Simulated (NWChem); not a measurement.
# CH7GaO (SMILES C[OH+][GaH3-]) at 3 levels

Aim: a comparison of 3 runs (BP86/pcseg-1, TPSS/def2-SVP, MP2/3-21G) of CH7GaO. 

The results are computed with NWChem 7.3.0.

### Step 1. The molecule

CH7GaO has 10 atoms, charge 0, and is taken as a singlet. SMILES: `C[OH+][GaH3-]`. Geometry: relaxed at PBE0-D4/def2-TZVP.

Bond lengths: C1–O2 1.428 Å, O2–Ga3 2.150 Å, C1–H4 1.091 Å, C1–H5 1.092 Å, C1–H6 1.088 Å, O2–H7 0.962 Å, Ga3–H8 1.583 Å, Ga3–H9 1.574 Å, Ga3–H10 1.577 Å. Some angles: C1–O2–Ga3 116.7°, C1–O2–H7 110.0°, Ga3–O2–H7 109.2°, O2–C1–H4 110.1°, O2–C1–H5 111.0°, O2–C1–H6 106.4°, O2–Ga3–H8 96.4°, O2–Ga3–H9 97.4°, O2–Ga3–H10 95.3°, H4–C1–H5 110.6°.

### Step 2. Energy and gradient at BP86/pcseg-1 (run 1)

run.py

```python
from ase import Atoms
from ase.calculators.nwchem import NWChem

mol = Atoms(['C', 'O', 'Ga', 'H', 'H', 'H', 'H', 'H', 'H', 'H'], positions=[
    [-1.055000, 0.642900, -0.678000],
    [0.339100, 0.334800, -0.651200],
    [1.067900, -0.694300, 1.089600],
    [-1.293600, 1.225400, -1.569600],
    [-1.658400, -0.266900, -0.641500],
    [-1.254100, 1.241400, 0.208900],
    [0.581100, -0.164200, -1.437200],
    [-0.032900, -1.832300, 1.095800],
    [0.908000, 0.494100, 2.109800],
    [2.481100, -1.032100, 0.476500],
])

calc = NWChem(
    label='ch7gao',
    theory='dft',
    memory='2200 mb',
    basis='pcseg-1',
    basispar='spherical bse',
    dft={'xc': 'becke88 perdew86', 'mult': '1', 'grid': 'fine', 'convergence': 'energy 1e-08', 'iterations': '100', 'mulliken': None},
)
mol.calc = calc

forces = mol.get_forces()
e = mol.get_potential_energy()
print(f"E = {e:.6f} eV")
print("forces (eV/A):")
for s, f in zip(mol.symbols, forces):
    print(f"{s:2s} {f[0]:10.5f} {f[1]:10.5f} {f[2]:10.5f}")
print("dipole (e A):", mol.get_dipole_moment().round(4))
```

The run is started by

```console
export ASE_NWCHEM_COMMAND="nwchem PREFIX.nwi > PREFIX.nwo"
python run.py
```

The log of the run:

```text
E = -55576.641422 eV
forces (eV/A):
C    -0.19227   -0.01923   -0.05806
O     0.34062    0.47416    0.55001
Ga    0.10387   -0.12305    0.19237
H    -0.10711    0.27027   -0.37821
H    -0.30473   -0.37281    0.01897
H    -0.08963    0.25984    0.36674
H     0.22734   -0.46362   -0.73405
H    -0.06582   -0.08022    0.01018
H    -0.00447    0.07528    0.06417
H     0.09225   -0.02062   -0.03214
dipole (e A): [-0.4925  0.2247 -0.7128]
```

The calculator wrote ch7gao.nwi:

```
title "ch7gao"

permanent_dir ch7gao

scratch_dir ch7gao

start ch7gao

geometry units angstrom nocenter noautosym noautoz
  C  -1.0549999999999999e+00 6.4290000000000003e-01 -6.7800000000000005e-01
  O  3.3910000000000001e-01 3.3479999999999999e-01 -6.5120000000000000e-01
  Ga 1.0679000000000001e+00 -6.9430000000000003e-01 1.0895999999999999e+00
  H  -1.2936000000000001e+00 1.2254000000000000e+00 -1.5696000000000001e+00
  H  -1.6584000000000001e+00 -2.6690000000000003e-01 -6.4149999999999996e-01
  H  -1.2541000000000000e+00 1.2414000000000001e+00 2.0890000000000000e-01
  H  5.8109999999999995e-01 -1.6420000000000001e-01 -1.4372000000000000e+00
  H  -3.2899999999999999e-02 -1.8323000000000000e+00 1.0958000000000001e+00
  H  9.0800000000000003e-01 4.9409999999999998e-01 2.1097999999999999e+00
  H  2.4811000000000001e+00 -1.0321000000000000e+00 4.7649999999999998e-01
end

memory 2200 mb

basis spherical bse noprint
   * library pcseg-1
end

dft
  xc becke88 perdew86
  mult 1
  grid fine
  convergence energy 1e-08
  iterations 100
  mulliken
end

task dft gradient
```

ch7gao.nwo:

```text
Northwest Computational Chemistry Package (NWChem) 7.3.0
             --------------------------------------------------------

           Job information
           ---------------

    nwchem branch   = 7.3.0
    use scalapack   = T
    input           = ch7gao.nwi
    prefix          = ch7gao.
    data base       = ch7gao/ch7gao.db
    status          = startup
    nproc           =        1

           Memory information
           ------------------

    heap     =     72089598 doubles =      550.0 Mbytes
    stack    =     72089595 doubles =      550.0 Mbytes
    global   =    144179200 doubles =     1100.0 Mbytes (distinct from heap & stack)
    total    =    288358393 doubles =     2200.0 Mbytes
    verify   = yes
    hardfail = no

[... 107 lines left out ...]
  convergence criterion.
[... 38 lines left out ...]
          Spatial weights used:  Erf1
[... 72 lines left out ...]
         Total DFT energy =    -2042.403917701092
[... 3 lines left out ...]
 Nuclear repulsion energy =      194.637750909912
[... 709 lines left out ...]
          Convergence on gradient requested:  5.00D-04
[... 25 lines left out ...]
          total energy or number of iterations.
[... 26 lines left out ...]
                         DFT ENERGY GRADIENTS

    atom               coordinates                        gradient
                 x          y          z           x          y          z
   1 C      -1.993661   1.214905  -1.281234    0.003739   0.000374   0.001129
   2 O       0.640806   0.632680  -1.230590   -0.006624  -0.009221  -0.010696
   3 Ga      2.018038  -1.312037   2.059045   -0.002020   0.002393  -0.003741
[... 6 lines of this table left out ...]
  10 H       4.688599  -1.950386   0.900454   -0.001794   0.000401   0.000625

                 ----------------------------------------
                 |  Time  |  1-e(secs)   |  2-e(secs)   |
                 ----------------------------------------
                 |  CPU   |       0.01   |       7.12   |
                 ----------------------------------------
                 |  WALL  |       0.01   |       7.12   |
                 ----------------------------------------

 Task  times  cpu:       36.3s     wall:       36.3s
 Total times  cpu:       36.3s     wall:       36.3s
```

It took 38 s on 1 thread of Intel Xeon Platinum 8259CL at 2.50GHz (Skylake/Cascade Lake), shared host; peak memory 0.12 GiB.

### Step 3. Energy and gradient at TPSS/def2-SVP (run 2)

ch7gao.nw

```
echo
start ch7gao
title "CH7GaO TPSS"
memory 2200 mb
charge 0
geometry units angstroms noautosym nocenter noautoz
  C    -1.055000    0.642900   -0.678000
  O     0.339100    0.334800   -0.651200
  Ga    1.067900   -0.694300    1.089600
  H    -1.293600    1.225400   -1.569600
  H    -1.658400   -0.266900   -0.641500
  H    -1.254100    1.241400    0.208900
  H     0.581100   -0.164200   -1.437200
  H    -0.032900   -1.832300    1.095800
  H     0.908000    0.494100    2.109800
  H     2.481100   -1.032100    0.476500
end
basis spherical bse
  * library def2-SVP
end
dft
  xc xtpss03 ctpss03
  grid fine
  convergence energy 1e-08
  iterations 100
  mulliken
end
task dft gradient
```

The run is started by

```console
nwchem ch7gao.nw > ch7gao.out
```

The log of the run:

```text
[...]
          Wavefunction type:  closed shell.
          No. of atoms     :    10
          No. of electrons :    52
[...]
          Charge           :     0
          Spin multiplicity:     1
[...]
          AO basis - number of functions:    95
[...]
              XC Information
              --------------
                  TPSS metaGGA Exchange Functional  1.000
             TPSS03 metaGGA Correlation Functional  1.000
[...]
 d= 0,ls=0.0,diis     1  -2042.0000609852 -2.24D+03  7.75D-03  3.52D-01     4.6
[...]
 d= 0,ls=0.0,diis    10  -2042.0483016489 -1.18D-09  2.81D-07  1.94D-09    37.1
         Total DFT energy =    -2042.048301648915
      One electron energy =    -3229.966686921869
           Coulomb energy =     1084.919766120176
    Exchange-Corr. energy =      -91.639131757134
 Nuclear repulsion energy =      194.637750909912
[...]
      Total Density - Mulliken Population Analysis
     ---------------------------------------------
    Atom       Charge   Shell Charges
 -----------   ------   -------------------------------------------------------
    1 C    6     5.86   1.99  0.90  0.13  2.07  0.71  0.05
    2 O    8     8.30   1.99  1.08  0.66  2.89  1.67  0.01
    3 Ga  31    30.77   2.00  2.00  2.00  1.07  0.13  6.00  5.98  0.99  0.55  8.01  1.83  0.23
    4 H    1     0.96   0.76  0.17  0.02
    5 H    1     0.95   0.76  0.17  0.02
    6 H    1     0.93   0.76  0.15  0.02
    7 H    1     0.78   0.68  0.03  0.07
    8 H    1     1.16   0.71  0.44  0.01
    9 H    1     1.14   0.71  0.42  0.01
   10 H    1     1.14   0.71  0.43  0.01
[...]
  wavefunction    = closed shell
                         DFT ENERGY GRADIENTS
    atom               coordinates                        gradient
                 x          y          z           x          y          z
   1 C      -1.993661   1.214905  -1.281234    0.001555   0.000017   0.000391
   2 O       0.640806   0.632680  -1.230590   -0.005430  -0.004921  -0.010492
   3 Ga      2.018038  -1.312037   2.059045   -0.000497  -0.000143   0.000128
   4 H      -2.444550   2.315670  -2.966114    0.001753  -0.004362   0.006635
   5 H      -3.133922  -0.504368  -1.212259    0.005233   0.006381  -0.000134
   6 H      -2.369905   2.345906   0.394764    0.001513  -0.004284  -0.006237
   7 H       1.098120  -0.310293  -2.715914   -0.003727   0.006684   0.010472
   8 H      -0.062172  -3.462545   2.070762    0.000616   0.000960  -0.000229
   9 H       1.715871   0.933714   3.986944   -0.000052  -0.000634  -0.000769
  10 H       4.688599  -1.950386   0.900454   -0.000964   0.000301   0.000235
[...]
```

Run time: 50 s. Hardware: 1 thread of Intel Xeon Platinum 8259CL at 2.50GHz (Skylake/Cascade Lake), shared host; peak memory 0.12 GiB.

### Step 4. Energy and gradient at MP2/3-21G (run 3)

run.py

```python
from ase import Atoms
from ase.calculators.nwchem import NWChem

atoms = Atoms(['C', 'O', 'Ga', 'H', 'H', 'H', 'H', 'H', 'H', 'H'], positions=[
    [-1.055000, 0.642900, -0.678000],
    [0.339100, 0.334800, -0.651200],
    [1.067900, -0.694300, 1.089600],
    [-1.293600, 1.225400, -1.569600],
    [-1.658400, -0.266900, -0.641500],
    [-1.254100, 1.241400, 0.208900],
    [0.581100, -0.164200, -1.437200],
    [-0.032900, -1.832300, 1.095800],
    [0.908000, 0.494100, 2.109800],
    [2.481100, -1.032100, 0.476500],
])

calc = NWChem(
    label='a',
    theory='mp2',
    memory='2200 mb',
    basis='3-21G',
    basispar='spherical bse',
    scf={'nopen': '0', 'rhf': None, 'thresh': '1e-08', 'maxiter': '80'},
    mp2={'freeze': 'core 11', 'tight': None},
)
atoms.calc = calc

forces = atoms.get_forces()
print(f"energy = {atoms.get_potential_energy():.6f} eV")
print("forces (eV/A):")
for s, f in zip(atoms.symbols, forces):
    print(f"{s:2s} {f[0]:10.5f} {f[1]:10.5f} {f[2]:10.5f}")
```

The run is started by

```console
export ASE_NWCHEM_COMMAND="nwchem PREFIX.nwi > PREFIX.nwo"
python run.py
```

The log of the run:

```text
energy = -55245.311694 eV
forces (eV/A):
C    -1.77154    0.51108    0.01044
O     1.75812   -0.45390    1.81319
Ga   -0.30041    0.68129   -0.80820
H    -0.10521    0.03666   -0.04546
H    -0.15586   -0.01306   -0.01584
H    -0.02705    0.01933    0.01851
H     0.51175   -0.59264   -1.17998
H    -0.20769   -0.25032    0.01188
H     0.00776    0.16697    0.26806
H     0.29017   -0.10542   -0.07256
```

The calculator wrote a.nwi:

```
title "a"

permanent_dir a

scratch_dir a

start a

geometry units angstrom nocenter noautosym noautoz
  C  -1.0549999999999999e+00 6.4290000000000003e-01 -6.7800000000000005e-01
  O  3.3910000000000001e-01 3.3479999999999999e-01 -6.5120000000000000e-01
  Ga 1.0679000000000001e+00 -6.9430000000000003e-01 1.0895999999999999e+00
  H  -1.2936000000000001e+00 1.2254000000000000e+00 -1.5696000000000001e+00
  H  -1.6584000000000001e+00 -2.6690000000000003e-01 -6.4149999999999996e-01
  H  -1.2541000000000000e+00 1.2414000000000001e+00 2.0890000000000000e-01
  H  5.8109999999999995e-01 -1.6420000000000001e-01 -1.4372000000000000e+00
  H  -3.2899999999999999e-02 -1.8323000000000000e+00 1.0958000000000001e+00
  H  9.0800000000000003e-01 4.9409999999999998e-01 2.1097999999999999e+00
  H  2.4811000000000001e+00 -1.0321000000000000e+00 4.7649999999999998e-01
end

memory 2200 mb

basis spherical bse noprint
   * library 3-21G
end

scf
  nopen 0
  rhf
  thresh 1e-08
  maxiter 80
end
mp2
  freeze core 11
  tight
end

task mp2 gradient
```

a.nwo:

```text
Northwest Computational Chemistry Package (NWChem) 7.3.0
             --------------------------------------------------------

           Job information
           ---------------

    nwchem branch   = 7.3.0
    use scalapack   = T
    input           = a.nwi
    prefix          = a.
    data base       = a/a.db
    status          = startup
    nproc           =        1

           Memory information
           ------------------

    heap     =     72089598 doubles =      550.0 Mbytes
    stack    =     72089595 doubles =      550.0 Mbytes
    global   =    144179200 doubles =     1100.0 Mbytes (distinct from heap & stack)
    total    =    288358393 doubles =     2200.0 Mbytes
    verify   = yes
    hardfail = no

[... 124 lines left out ...]
 1-e energy   =   -3219.968940
[... 9 lines left out ...]
 Convergence threshold     :          1.000E-08
[... 15 lines left out ...]
         Total SCF energy =  -2029.968751642900
[... 2 lines left out ...]
 Nuclear repulsion energy =    194.637750909912
[... 377 lines left out ...]
 CPHF converged to   6.2D-07 in    9 iters
[... 69 lines left out ...]
  MP2 natural orbitals output to a/a.mp2nos
[... 1 line left out ...]
                         mp2 ENERGY GRADIENTS

    atom               coordinates                        gradient
                 x          y          z           x          y          z
   1 C      -1.993661   1.214905  -1.281234    0.034451  -0.009939  -0.000203
   2 O       0.640806   0.632680  -1.230590   -0.034190   0.008827  -0.035261
   3 Ga      2.018038  -1.312037   2.059045    0.005842  -0.013249   0.015717
[... 6 lines of this table left out ...]
  10 H       4.688599  -1.950386   0.900454   -0.005643   0.002050   0.001411

                 ----------------------------------------
                 |  Time  |  1-e(secs)   |  2-e(secs)   |
                 ----------------------------------------
                 |  CPU   |       0.00   |       1.36   |
                 ----------------------------------------
                 |  WALL  |       0.00   |       1.36   |
                 ----------------------------------------
 -----------------------
 Task  times  cpu:       10.9s     wall:       10.9s
 Total times  cpu:       10.9s     wall:       10.9s
```

It took 12 s on 1 thread of Intel Xeon Platinum 8259CL at 2.50GHz (Skylake/Cascade Lake), shared host; peak memory 0.14 GiB.

### Step 5. Overview of the runs

```csv
run,level,integration grid,iteration cap,energy (Eh),dipole moment (D),HOMO energy (eV),LUMO energy (eV),wall time
1,BP86/pcseg-1,fine,100,-2042.403918,4.30,-6.53,-1.03,38 s
2,TPSS/def2-SVP,fine,100,-2042.048302,4.37,-6.52,-0.61,50 s
3,MP2/3-21G,–,80,-2030.227775,4.77,-10.48,3.10,12 s
```

### Step 6. What came out

| quantity | value |
| --- | --- |
| run 3: total energy | -2030.22777 Eh |
| run 3: dipole moment (of the density that the program reports) | 4.77 D |
| run 3: HOMO energy (Hartree–Fock orbitals) | -10.48 eV |
| run 3: LUMO energy (Hartree–Fock orbitals) | 3.10 eV |
| run 3: HOMO–LUMO gap (Hartree–Fock orbitals) | 13.57 eV |
| run 3: correlation energy (11 core orbitals frozen) | -259.0 mEh |
| run 3: largest force on an atom | 2.566 eV/Å |

The dipole moment (its size) runs from 4.30 D (BP86/pcseg-1) to 4.77 D (MP2/3-21G). The two ends differ in method and basis. Totals of different functionals can't be ranked against each other. All runs together took 100 s, the longest 50 s.
